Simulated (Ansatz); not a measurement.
# B2PLYP/cc-pVDZ run of SiCl4 (silicon tetrachloride)

What is the vertical ionisation energy of SiCl4 (silicon tetrachloride) at B2PLYP/cc-pVDZ? 

The results are computed with Ansatz 0.2.0.

43 further runs of the same task are left out: 3 that didn't finish, 40 set aside as unsound or not needed.

## Step 1: The structure to begin with

SiCl4: 5 atoms, total charge 0, spin state singlet. SMILES: `Cl[Si](Cl)(Cl)Cl`. The coordinates come from a PBE0-D4/def2-TZVP relaxation.

Bond lengths: Cl1–Si2 2.021 Å, Si2–Cl3 2.022 Å, Si2–Cl4 2.022 Å, Si2–Cl5 2.021 Å. Angles: Cl1–Si2–Cl3 109.5°, Cl1–Si2–Cl4 109.5°, Cl1–Si2–Cl5 109.5°, Cl3–Si2–Cl4 109.5°, Cl3–Si2–Cl5 109.5°, Cl4–Si2–Cl5 109.5°.

## Step 2: A single-point energy at B2PLYP/cc-pVDZ

molecule.yaml

```yaml
crystal:
  periodic: [false, false, false]
  atoms:
    - {symbol: Cl, position_ang: [-0.962600, -0.087600, 1.762300]}
    - {symbol: Si, position_ang: [0.010000, -0.014700, -0.008300]}
    - {symbol: Cl, position_ang: [1.655400, -1.185900, 0.078100]}
    - {symbol: Cl, position_ang: [-1.212100, -0.676900, -1.476100]}
    - {symbol: Cl, position_ang: [0.559300, 1.891400, -0.397500]}
basis:
  gaussian: {orbitals: cc-pVDZ}
total_charge: 0
hamiltonian: {xc: {name: B2PLYP}}
correlation: {frozen_orbitals: {Cl: 5, Si: 5}}
accuracy: high
output: {orbitals: {seedname: orbitals}}
```

On the command line:

```sh
$ ansatz run molecule.yaml --threads 1 --pin off --max-ram 3480MiB --events-out events.jsonl --progress --plain --runs-dir runs
```

The log of the run:

```text
Warning: RAYON_NUM_THREADS=1 ignored (pool sized by the plan → 1); use --threads N
Functional definition: B2PLYP
  name "B2PLYP"
  parameter a = 0.53
  parameter c = 0.27
  exchange = (1 - a)*b88_x + a*exact_x
  correlation = (1 - c)*lyp_c + c*(mp2_os + mp2_ss)
2011 factors; integrals over basis functions are off by at most 3.0e-9 eV
mean field evaluation 1: about -57947.6317 eV, gradient 2.0e1 eV
mean field evaluation 2: about -57947.9179 eV, gradient 2.1e1 eV
mean field evaluation 4: about -57949.0994 eV, gradient 1.6e0 eV
mean field evaluation 8: about -57949.1146 eV, gradient 4.5e-2 eV
mean field evaluation 16: about -57949.1146 eV, gradient 2.9e-7 eV
mean field -57949.11463486 eV, -2129.5906835105 hartree, gradient 4.4e-8 eV, S^2 0.000000; 0 other end points of the search recorded, 0 dependent functions left out
25 core orbitals not correlated: weight in the atoms' cores, before any rotation towards them, 1.000 or more for the frozen orbitals, at most 0.000 for the correlated occupied ones
reference -57949.11466064 eV, -2129.5906844579 hartree; 16, 16 occupied and 49, 49 virtual orbitals, 2011 factors
second order -20.68175426 eV of doubles, -0.00000000 eV of singles
Total energy: -57954.69873429 eV, -2129.7958953795 hartree
```

Wall time 9.3 s (1 thread of Intel Xeon 6975P-C (Granite Rapids), shared host); peak memory 0.39 GiB.

## Step 3: The doublet cation at the same level

molecule.yaml

```yaml
crystal:
  periodic: [false, false, false]
  atoms:
    - symbol: Cl
      position_ang: [-0.962600, -0.087600, 1.762300]
    - symbol: Si
      position_ang: [0.010000, -0.014700, -0.008300]
    - symbol: Cl
      position_ang: [1.655400, -1.185900, 0.078100]
    - symbol: Cl
      position_ang: [-1.212100, -0.676900, -1.476100]
    - symbol: Cl
      position_ang: [0.559300, 1.891400, -0.397500]
basis:
  gaussian: {orbitals: cc-pVDZ}
total_charge: 1
magnetization: {spin_polarized: true, initial_magnetization: 1}
hamiltonian: {xc: {name: B2PLYP}}
correlation: {frozen_orbitals: {Cl: 5, Si: 5}}
accuracy: high
output: {orbitals: {seedname: orbitals}}
```

On the command line:

```sh
$ ansatz run molecule.yaml --threads 1 --pin off --max-ram 3480MiB --events-out events.jsonl --progress --plain --runs-dir runs
```

The log of the run:

```text
Warning: RAYON_NUM_THREADS=1 ignored (pool sized by the plan → 1); use --threads N
[... 6 set-up lines as earlier in the session ...]
2010 factors; integrals over basis functions are off by at most 3.0e-9 eV
mean field evaluation 1: about -57936.0424 eV, gradient 1.2e1 eV
mean field evaluation 2: about -57936.4244 eV, gradient 1.3e1 eV
mean field evaluation 4: about -57937.2809 eV, gradient 2.0e0 eV
mean field evaluation 8: about -57937.3088 eV, gradient 3.2e-1 eV
mean field evaluation 16: about -57937.3108 eV, gradient 4.7e-2 eV
mean field evaluation 32: about -57937.3271 eV, gradient 1.7e-6 eV
mean field evaluation 64: about -57937.3272 eV, gradient 1.8e-7 eV
mean field evaluation 96: about -57937.3241 eV, gradient 2.4e-2 eV
mean field evaluation 128: about -57937.3249 eV, gradient 6.1e-2 eV
mean field evaluation 160: about -57937.3071 eV, gradient 1.5e0 eV
mean field -57937.32721839 eV, -2129.1575039448 hartree, gradient 4.0e-8 eV, S^2 0.762765; 12 other end points of the search recorded, 0 dependent functions left out
25 core orbitals not correlated: weight in the atoms' cores, before any rotation towards them, 1.000 or more for the frozen orbitals, at most 0.000 for the correlated occupied ones
reference -57937.32724380 eV, -2129.1575048787 hartree; 16, 15 occupied and 49, 50 virtual orbitals, 2010 factors
second order -21.34185962 eV of doubles, -0.00000000 eV of singles
Total energy: -57943.08954590 eV, -2129.3692655750 hartree
```

Wall time 3.1 min (1 thread of Intel Xeon 6975P-C (Granite Rapids), shared host); peak memory 0.66 GiB.

## Step 4: Summary of results

At B2PLYP/cc-pVDZ, 25 core orbitals frozen:

```
                                                                quantity           value
                                             singlet SiCl4: total energy  -2129.79590 Eh
                        singlet SiCl4: HOMO energy (SCF part's orbitals)       -10.71 eV
                        singlet SiCl4: LUMO energy (SCF part's orbitals)         0.99 eV
                      singlet SiCl4: HOMO–LUMO gap (SCF part's orbitals)        11.71 eV
                                            doublet cation: total energy  -2129.36927 Eh
doublet cation: HOMO energy (SCF part's orbitals) (highest over α and β)       -15.75 eV
 doublet cation: LUMO energy (SCF part's orbitals) (lowest over α and β)       -12.85 eV
                                                    doublet cation: ⟨S²⟩           0.763
                      vertical ionisation energy (to the doublet cation)       11.609 eV
```

Removing an electron at fixed nuclei costs 11.61 eV (1120 kJ/mol). −ε(HOMO) before ionisation, 10.71 eV, is 0.89 eV below this ionisation energy.
